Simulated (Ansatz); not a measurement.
# FH4NSi: the cost of one run

The runs use Ansatz 0.2.0, Gaussian basis; PBE0-D4/def2-TZVP structures, single points in def2-TZVPP, no counterpoise correction.

Levels: SPW92, PBE-D4, BLYP-D4, r2SCAN-D4, B97M-V, PBE0-D4, B3LYP-D4, r2SCAN0-D4, BHLYP-D4, CAM-B3LYP-D4, wB97X-V, wB97M-V, B2PLYP, PBE-QIDH, RPA on PBE, Hartree-Fock, MP2, CCSD, CCSD(T).

Cores are frozen in the correlated methods. B3LYP uses VWN-RPA correlation. B2PLYP carries no dispersion term here.

94 further runs of the same task are left out: 94 set aside as unsound or not needed.

### 1 Starting geometry

The complex: 12 atoms, charge 0, spin multiplicity 1.

Atoms are counted from 1 here; the program's logs count them from 0.

Bond lengths: Si1–H3 1.479 Å, Si1–H4 1.479 Å, Si1–N5 1.695 Å, Si1–F7 1.608 Å, Si2–H6 1.483 Å, Si2–H8 1.487 Å, Si2–H9 1.482 Å, Si2–H10 1.487 Å, N5–H11 1.006 Å, N5–H12 1.006 Å. Angles: H3–Si1–H4 114.1°, H3–Si1–N5 108.7°, H3–Si1–F7 105.7°, H4–Si1–N5 108.4°, H4–Si1–F7 105.6°, N5–Si1–F7 114.4°, H6–Si2–H8 109.1°, H6–Si2–H9 110.6°, H6–Si2–H10 109.4°, H8–Si2–H9 109.5°, H8–Si2–H10 108.3°, H9–Si2–H10 109.9°, Si1–N5–H11 121.7°, Si1–N5–H12 121.9°, H11–N5–H12 111.9°.

As a file:

```
Si   -1.3758    0.6732   -1.0414
Si    1.1417   -1.4245    1.4315
H    -1.2763   -0.4654   -1.9795
H    -2.5477    1.5457   -1.2728
N     0.0272    1.6138   -1.1776
H     1.1319   -0.0487    1.9859
F    -1.6007    0.0209    0.4112
H     2.3905   -2.1111    1.8550
H    -0.0314   -2.1891    1.9155
H     1.1248   -1.3598   -0.0538
H     0.9384    1.1946   -1.2617
H     0.0775    2.5501   -0.8124
```

Its parts: FH₄NSi holds atoms 1, 3, 4, 5, 7, 11, 12; SiH₄ holds atoms 2, 6, 8, 9, 10. Each part counts its atoms afresh in its own runs.

### 2 Relaxing FH₄NSi alone

The input, relax-a/in.yaml:

```yaml
crystal:
  periodic: [false, false, false]
  atoms:
    - {symbol: Si, position_ang: [-1.375770, 0.673164, -1.041390]}
    - {symbol: H, position_ang: [-1.276349, -0.465417, -1.979499]}
    - {symbol: H, position_ang: [-2.547680, 1.545705, -1.272765]}
    - {symbol: N, position_ang: [0.027218, 1.613759, -1.177577]}
    - {symbol: F, position_ang: [-1.600657, 0.020948, 0.411184]}
    - {symbol: H, position_ang: [0.938409, 1.194642, -1.261699]}
    - {symbol: H, position_ang: [0.077496, 2.550085, -0.812431]}
basis:
  gaussian: {orbitals: def2-TZVP}
hamiltonian: {xc: pbe0, dispersion: d4}
relax: {f_tol: 0.005, max_steps: 200}
```

The run is started by

```
> ansatz run in.yaml --threads 4 --pin off --events-out ev --progress --plain --max-ram 9574MiB
```

**Question.** How long does this run take on 4 threads of Arm Neoverse V2, shared host?

About 5 s.
